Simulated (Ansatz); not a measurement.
# C₄H₁₄BN: basis-set convergence

An exercise on one series of results from a longer session: the logs are not shown, and one member is left open.

The runs use Ansatz 0.2.0, Gaussian basis; one geometry, several basis sets.

Levels to be run: PBE0-D4/def2-SVP; ωB97M-V/def2-SVP; PBE0-D4/def2-QZVPP; ωB97M-V/def2-QZVPP; the functionals' def2-TZVPP values are taken from earlier runs.

1 further run of the same task is left out (it didn't finish).

## The geometry

All runs share one geometry, relaxed beforehand with PBE0-D4 in a triple-zeta def2 set.

SMILES `C[BH-](C)[NH+](C)C`, 20 atoms, charge 0, spin multiplicity 1.

Atoms are counted from 1 here; the program's logs count them from 0.

Bond lengths: C1–B2 1.614 Å, C1–H7 1.095 Å, C1–H8 1.098 Å, C1–H9 1.099 Å, B2–C3 1.611 Å, B2–N4 1.666 Å, B2–H10 1.225 Å, C3–H11 1.095 Å, C3–H12 1.098 Å, C3–H13 1.096 Å, N4–C5 1.468 Å, N4–C6 1.467 Å, N4–H14 1.017 Å, C5–H15 1.089 Å, C5–H16 1.088 Å, C5–H17 1.093 Å, C6–H18 1.089 Å, C6–H19 1.093 Å and more. Angles: B2–C1–H7 109.1°, B2–C1–H8 114.3°, B2–C1–H9 114.1°, H7–C1–H8 105.9°, H7–C1–H9 105.7°, H8–C1–H9 107.2°, C1–B2–C3 114.3°, C1–B2–N4 106.9°, C1–B2–H10 111.5°, C3–B2–N4 109.7°, C3–B2–H10 112.5°, N4–B2–H10 101.0°, B2–C3–H11 108.2°, B2–C3–H12 113.9°, B2–C3–H13 115.2°, H11–C3–H12 105.7°, H11–C3–H13 105.6°, H12–C3–H13 107.4° and more.

Set-up of the first run:

in.yaml reads:

```yaml
crystal:
  periodic: [false, false, false]
  atoms:
    - {symbol: C, position_ang: [-0.872973, -1.779057, -0.642108]}
    - {symbol: B, position_ang: [0.217584, -0.591508, -0.716580]}
    - {symbol: C, position_ang: [1.592004, -0.903782, 0.064269]}
    - {symbol: N, position_ang: [-0.499051, 0.766035, -0.068752]}
    - {symbol: C, position_ang: [-0.852651, 0.638196, 1.350282]}
    - {symbol: C, position_ang: [0.278274, 1.985682, -0.313767]}
    - {symbol: H, position_ang: [-0.524642, -2.622833, -1.246006]}
    - {symbol: H, position_ang: [-1.036517, -2.178753, 0.367193]}
    - {symbol: H, position_ang: [-1.857813, -1.509413, -1.049112]}
    - {symbol: H, position_ang: [0.407404, -0.228306, -1.871365]}
    - {symbol: H, position_ang: [2.082677, -1.748601, -0.430110]}
    - {symbol: H, position_ang: [1.450915, -1.211209, 1.108671]}
    - {symbol: H, position_ang: [2.326959, -0.090247, 0.058021]}
    - {symbol: H, position_ang: [-1.363299, 0.836016, -0.599340]}
    - {symbol: H, position_ang: [0.063508, 0.524879, 1.927795]}
    - {symbol: H, position_ang: [-1.466784, -0.249242, 1.487837]}
    - {symbol: H, position_ang: [-1.393108, 1.521454, 1.699623]}
    - {symbol: H, position_ang: [1.219663, 1.913893, 0.228650]}
    - {symbol: H, position_ang: [-0.265582, 2.872034, 0.023115]}
    - {symbol: H, position_ang: [0.493413, 2.054762, -1.378336]}
basis:
  gaussian: {orbitals: def2-SVP}
hamiltonian: {xc: pbe0, dispersion: d4}
output: {orbitals: {seedname: orbitals}}
```

The run is started by

```
ansatz run in.yaml --threads 4 --pin off --events-out ev --progress --plain --max-ram 11315MiB
```

Among the steps run: PBE0-D4 in def2-SVP; ωB97M-V in def2-SVP; PBE0-D4 in def2-QZVPP; ωB97M-V in def2-QZVPP.

One table of the session follows, with a row left open; its other results are not shown here.

It belongs to the step «Functionals by basis». 

```
functional       basis  HOMO (eV)  LUMO (eV)
   PBE0-D4    def2-SVP      -7.06       1.11
   PBE0-D4  def2-TZVPP          ?          ?
   PBE0-D4  def2-QZVPP      -7.23       0.10
   ωB97M-V    def2-SVP      -9.34       2.76
   ωB97M-V  def2-TZVPP      -9.53       1.97
   ωB97M-V  def2-QZVPP      -9.54       1.17
```

**Question.** Estimate the row for PBE0-D4, def2-TZVPP.

**Answer.** HOMO (eV): -7.21; LUMO (eV): 0.56. In the column «HOMO (eV)» it lies between PBE0-D4, def2-QZVPP (-7.23) and PBE0-D4, def2-SVP (-7.06).
